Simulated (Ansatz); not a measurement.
# GaP3: the cost of one run

Program: Ansatz 0.2.0. Level of theory: DFT PBE, scalar-relativistic, plane waves, PAW. These are calculated values, not measurements.

### Step 1. The structure to begin with

Symmetry: P4/mmm, No. 123, tetragonal system. Conventional cell: a = 4.060 Å, b = 4.060 Å, c = 4.018 Å, α = 90.00°, β = 90.00°, γ = 90.00°. Ga (site symmetry 4/mmm) is surrounded by 12 P at 2.86 to 2.87 Å. P (site symmetry mmm) is surrounded by 4 Ga at 2.86 Å and 8 P at 2.86 to 2.87 Å. P (site symmetry 4/mmm) is surrounded by 8 P at 2.86 Å and 4 Ga at 2.87 Å.

Structure file:

```xyz
4
Lattice="4.0597 0.0000 0.0000 0.0000 4.0597 0.0000 0.0000 0.0000 4.0180" Properties=species:S:1:pos:R:3 pbc="T T T"
Ga    0.0000    0.0000    0.0000
P     0.0000    2.0299    2.0090
P     2.0299    0.0000    2.0090
P     2.0299    2.0299    0.0000
```

This is candidate A: Cu3Pd type (P4/mmm, No. 123).

(A quick probe on a coarse mesh, which set the mesh and smearing, is not shown.)

### Step 3. The relaxation (candidate A)

Input file input.yaml:

```yaml
crystal:
  lattice:
    - [4.0597117286, 0.0, 0.0]
    - [0.0, 4.0597117286, 0.0]
    - [0.0, 0.0, 4.0179835583]
  atoms:
    - { symbol: Ga, position: [0.0, 0.0, 0.0] }
    - { symbol: P, position: [0.0, 0.5, 0.5] }
    - { symbol: P, position: [0.5, 0.0, 0.5] }
    - { symbol: P, position: [0.5, 0.5, 0.0] }
basis:
  ecutwfc: 420
kpoints:
  mp_grid: { grid: [12, 12, 12] }
hamiltonian:
  xc: pbe
scf:
  occupations: { method: gaussian, width: 0.1 }
output:
  forces: true
  stress: true
  eigenvalues: true
relax:
  adjacent_minimum: "off"
  f_tol: 0.01
  max_steps: 80
  cell: { stress_tol: 0.05 }
```

Started as:

```sh
ansatz run input.yaml --threads 1 --pin off --max-ram 2560MiB --backend cpu --events-out ev --progress --plain --runs-dir out
```

Q: Estimate wall time and peak memory on 1 thread of Intel Xeon Platinum 8259CL at 2.50GHz (Skylake/Cascade Lake), shared host.

About 5.2 min, with a peak of 0.56 GiB.
